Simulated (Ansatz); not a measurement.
The system is HfIn4SiO6.

```xyz
12
Lattice="2.4141 -8.1213 -0.0001 2.4141 8.1213 -0.0001 -0.9959 0.0000 4.7293" Properties=species:S:1:pos:R:3 pbc="T T T"
Hf    0.0000    0.0000    0.0000
In    2.4141   -2.6526   -0.0001
In    1.9162    5.4886    2.3646
In    2.4141    2.6526   -0.0001
In    1.9162   -5.4886    2.3646
Si    1.9162    0.0000    2.3646
O     3.2567    0.0000    1.2791
O     0.5756    0.0000    3.4501
O     1.0593    1.3104    1.3057
O     2.7731    1.3104    3.4235
O     2.7731   -1.3104    3.4235
O     1.0593   -1.3104    1.3057
```

The cell was built by a generator and needn't be a form met in nature.

| Item | Value |
| --- | --- |
| Program | Ansatz 0.2.0 |
| Task | relaxation of cell and atoms |
| Functional | revPBE |
| Potentials or basis | Ansatz PAW |
| Cutoff | 420 eV (not typed: the program's choice for these potentials) |
| k mesh | 4 × 4 × 4 |
| Occupations | fermi-dirac, width 0.05 eV |
| Spin | no spin polarisation |

At the start: volume 15.45 Å³/atom.

**Question.** How do energy, volume and symmetry change on relaxing?

**Answer.** It ends after 11 steps and the volume is 16.14 Å³/atom (+4.5 %); space group C2/m (No. 12, to 0.05 Å).

Step by step:
| step | energy change (eV) | largest force (eV/Å) | volume (Å³) |
| --- | --- | --- | --- |
| 1 | 0.0000 | 0.0880 | 185.45 |
| 2 | 0.0049 | 0.2501 | 196.58 |
| 3 | -0.0071 | 0.2534 | 194.31 |
| 4 | -0.0159 | 0.1284 | 194.37 |
| 5 | -0.0283 | 0.0313 | 192.71 |
| 6 | -0.0289 | 0.0030 | 192.52 |
| 7 | -0.0294 | 0.0029 | 192.34 |
| 8 | -0.0519 | 0.0045 | 192.34 |
| 9 | -0.0506 | 0.0059 | 193.34 |
| 10 | -0.0497 | 0.0074 | 193.72 |
| 11 | -0.0534 | 0.0074 | 193.72 |

Final structure:
```
CELL_PARAMETERS angstrom
2.42465 -8.41096 0.00020
2.42465 8.41096 0.00020
-0.99972 0.00000 4.74937
ATOMIC_POSITIONS crystal
Hf 0.00000 0.00000 0.00000
In 0.65914 0.34086 0.00000
In 0.15829 0.84171 0.50000
In 0.34086 0.65914 0.00000
In 0.84171 0.15829 0.50000
Si 0.50000 0.50000 0.50000
O 0.72995 0.72995 0.27081
O 0.27005 0.27005 0.72919
O 0.19670 0.35379 0.27520
O 0.64621 0.80330 0.72480
O 0.80330 0.64621 0.72480
O 0.35379 0.19670 0.27520
```

Caveat: the plane-wave basis is chosen anew once the cell has moved, so the energies of steps on either side of that aren't comparable; the pressure holds a Pulay correction of +0.4 GPa for the finite cutoff; the PAW data sets come from PBE, with cores solved anew for the run's functional, which leaves a small shift of forces and pressure.
